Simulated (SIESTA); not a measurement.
Crystal: HfMoC2.

```
Hf Mo C
1.0
     3.19142    0.00000    0.00000
     0.00000    3.19142    0.00000
     0.00000    0.00000    4.48516
Hf Mo C
1 1 2
Direct
  0.00000 0.00000 0.00000
  0.50000 0.50000 0.50000
  0.50000 0.50000 0.00000
  0.00000 0.00000 0.50000
```

The cell comes from a database or a generator and needn't be the stable form of this composition.

* Program: SIESTA 5.4.2
* Task: single point
* Functional: PBE
* Potentials or basis: PseudoDojo 0.4 standard (PBE files)
* Basis: DZP (energy shift 0.003 Ry; two zetas on semicore shells)
* Grid cutoff: 800 Ry
* Energy shift: 0.003 Ry
* k mesh: 8 × 8 × 6
* Occupations: fermi-dirac, width 0.05 eV
* Spin: no spin polarisation

On this cell: pressure 3.1 GPa; largest force under 0.003 eV/Å; band gap on the k mesh none (metal or under the smearing width).

The same run follows on a disturbed copy (atoms moved at random, drawn with an rms of 0.05 Å):

```xyz
4
Lattice="3.1914 0.0000 0.0000 0.0000 3.1914 0.0000 0.0000 0.0000 4.4852" Properties=species:S:1:pos:R:3 pbc="T T T"
Hf   -0.0278    0.0038   -0.0421
Mo    1.6183    1.5907    2.2672
C     1.5645    1.5231    0.0454
C     0.0362   -0.0202    2.2248
```

Problem. What changes?

Solution. The energy (extrapolated to zero smearing) moves by +23.9 meV/atom; pressure 3.6 GPa; largest force 1.321 eV/Å; band gap on the k mesh none (metal or under the smearing width).

Forces in eV/Å, atoms in the order of the input:
```
Hf   0.278 -0.859  0.964
Mo  -0.320 -0.139 -0.575
C    0.271  1.028 -0.511
C   -0.228 -0.031  0.118
```

Stress tensor (GPa, compression positive):
```
5.03 0.03 0.17
0.03 4.93 0.10
0.17 0.10 0.99
```

Caveats: short orbitals over semicore shells can move pressures by several GPa; the basis of atomic orbitals isn't converged, which shifts pressures, moduli and gaps.
